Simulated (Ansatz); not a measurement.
# Si16Ge: the cost of one run

Program: Ansatz 0.2.0. Level of theory: DFT PBE, plane waves, PAW, scalar-relativistic, no spin polarisation. These are calculated values, not measurements.

## 1. The starting structure

The cell holds 17 atoms (GeSi16): a = 7.679 Å, b = 7.679 Å, c = 7.679 Å, α = 60.00°, β = 60.00°, γ = 60.00°.

The coordinates stand in the first input below.

## 2. Preparing the start

The input, input.yaml:

```yaml
accuracy: low
crystal:
  lattice:
    - [0.0, 5.43, 5.43]
    - [5.43, 0.0, 5.43]
    - [5.43, 5.43, 0.0]
  atoms:
    - { symbol: Si, position: [0.0, 0.0, 0.0] }
    - { symbol: Si, position: [0.125, 0.125, 0.125] }
    - { symbol: Si, position: [0.0, 0.0, 0.5] }
    - { symbol: Si, position: [0.125, 0.125, 0.625] }
    - { symbol: Si, position: [0.0, 0.5, 0.0] }
    - { symbol: Si, position: [0.125, 0.625, 0.125] }
    - { symbol: Si, position: [0.0, 0.5, 0.5] }
    - { symbol: Si, position: [0.125, 0.625, 0.625] }
    - { symbol: Si, position: [0.5, 0.0, 0.0] }
    - { symbol: Si, position: [0.625, 0.125, 0.125] }
    - { symbol: Si, position: [0.5, 0.0, 0.5] }
    - { symbol: Si, position: [0.625, 0.125, 0.625] }
    - { symbol: Si, position: [0.5, 0.5, 0.0] }
    - { symbol: Si, position: [0.625, 0.625, 0.125] }
    - { symbol: Si, position: [0.5, 0.5, 0.5] }
    - { symbol: Si, position: [0.625, 0.625, 0.625] }
    - { symbol: Ge, position: [0.5600745, 0.816798, 0.8055195] }
basis:
  ecutwfc: 420.0
kpoints:
  mp_grid: { grid: [2, 2, 2] }
hamiltonian:
  xc: pbe
  pseudopotentials: { kind: paw, azcp: { folder: soft_1 } }
scf:
  occupations: { method: fermi_dirac, width: 0.05 }
  lower_state_search: "off"
relax:
  f_tol: 0.08
  max_steps: 25
  adjacent_minimum: "off"
```

Command:

```bash
$ ansatz run input.yaml --threads 1 --pin off --max-ram 3072MiB --backend cpu --events-out ev --progress --plain --runs-dir out
```

**Question.** How long does this run take on 1 thread of Arm Neoverse V2, shared host, and how much memory does it need?

About 59 s, with a peak of 0.55 GiB.
